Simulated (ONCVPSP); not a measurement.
**An ONCV potential for potassium, from input to tests**

Task: generate the file, and judge it by its errors in other configurations, its logarithmic derivatives, its ghosts and its cutoff.

The numbers are computed with ONCVPSP 4.0.1 (BLYP, scalar-relativistic, spin-unpolarised reference atom).

### Step 1. The atom and the settings

Typed settings, in words:

```
element                 : potassium (K, Z = 19)
type                    : optimised norm-conserving Vanderbilt (ONCV)
frozen core             : [Ne]
valence charge          : 9
reference configuration : 3s2 3p6 (charge +1)
partial waves           : 3s: rc 1.25 bohr, ncon 4, nbas 7, qcut 4.7 1/bohr, 1 projector; 3p: rc 2.10 bohr, ncon 3, nbas 7, qcut 7.1 1/bohr, 1 projector; d scattering state at 0.03 Ha: rc 2.30 bohr, ncon 5, nbas 9, qcut 3.8 1/bohr, 3 projectors, debl 2.7 Ha; f scattering state at 0.22 Ha: rc 1.85 bohr, ncon 4, nbas 7, qcut 6.2 1/bohr, 2 projectors, debl 3.5 Ha
local potential         : polynomial inside 1.10 bohr (lpopt 5, dvloc0 2 Ha)
core correction         : not asked for
```

An earlier all-electron run gives the scale for the radii.

All-electron outer shells of the reference configuration (BLYP, scalar-relativistic, ld1.x):

| shell | level (eV) | outermost node (bohr) | outermost maximum (bohr) |
| --- | --- | --- | --- |
| 3p | -24.74 | 0.45 | 1.15 |
| 4s | -6.49 | 1.57 | 3.51 |
| 4p | -4.01 | 1.82 | 4.34 |
| 3d | -3.92 | – | 1.88 |

### Step 2. The generation run

K.dat reads:

```
# ATOM AND REFERENCE CONFIGURATION
# atsym  z   nc   nv     iexc    psfile
  K 19.00    3    2  -106131      upf
#
#   n    l    f
    1    0    2.00
    2    0    2.00
    2    1    6.00
    3    0    2.00
    3    1    6.00
#
# PSEUDOPOTENTIAL AND OPTIMIZATION
# lmax
    3
#
#   l,   rc,      ep,       ncon, nbas, qcut
    0    1.25    0.00    4    7    4.70
    1    2.10    0.00    3    7    7.10
    2    2.30    0.03    5    9    3.80
    3    1.85    0.22    4    7    6.20
#
# LOCAL POTENTIAL
# lloc, lpopt,  rc(5),   dvloc0
    4    5    1.10    2.00
#
# VANDERBILT-KLEINMAN-BYLANDER PROJECTORs
# l, nproj, debl
    0    1    3.30
    1    1    3.80
    2    3    2.70
    3    2    3.50
#
# MODEL CORE CHARGE
# icmod, fcfact, rcfact
    0    0.00    0.00
#
# LOG DERIVATIVE ANALYSIS
# epsh1, epsh2, depsh
   -3.00    5.00    0.02
#
# OUTPUT GRID
# rlmax, drl
    6.00    0.01
#
# TEST CONFIGURATIONS
# ncnf
    4
# nvcnf
#   n    l    f
    3
    3    0    2.00
    3    1    6.00
    4    0    1.00
#
    3
    3    0    2.00
    3    1    6.00
    4    0    0.50
#
    3
    3    0    2.00
    3    1    6.00
    4    1    1.00
#
    3
    3    0    2.00
    3    1    6.00
    3    2    1.00
#
```

The run is started by

```console
oncvpsp.x < K.dat > K.out
```

Q: Predict the outcome of this session. Wanted: cutoffs for 1 and 0.1 mHa per electron, occupied waves; bound ghosts; GHOST(+) flags; largest test error; largest phase difference near zero energy, channels read; projector energies reset by the program.

The runs gave:

| quantity | value |
| --- | --- |
| cutoffs for 1 and 0.1 mHa per electron, occupied waves | 68 Ha and 81 Ha |
| bound ghosts | none found |
| GHOST(+) flags | none at low energy |
| largest test error (AE − PS) | +28 meV, for 3s2 3p6 4s1 |
| largest phase difference near zero energy, channels read | 0.015 rad |
| projector energies reset by the program | d: 0.050, 2.750, 5.450 Ha |

**Reading.** By total energies transferability is fair: the largest error is 28 meV on 4.4 eV, for 3s2 3p6 4s1. It counts as very hard, with 68 Ha needed at the looser tolerance. At the looser tolerance the 3s wave is the slowest; 3p needs 12 Ha. No bound ghost shows below the valence levels. Near zero energy the phases of the channels with partial waves agree within 0.015 rad. All of this concerns the isolated atom, not yet a solid.
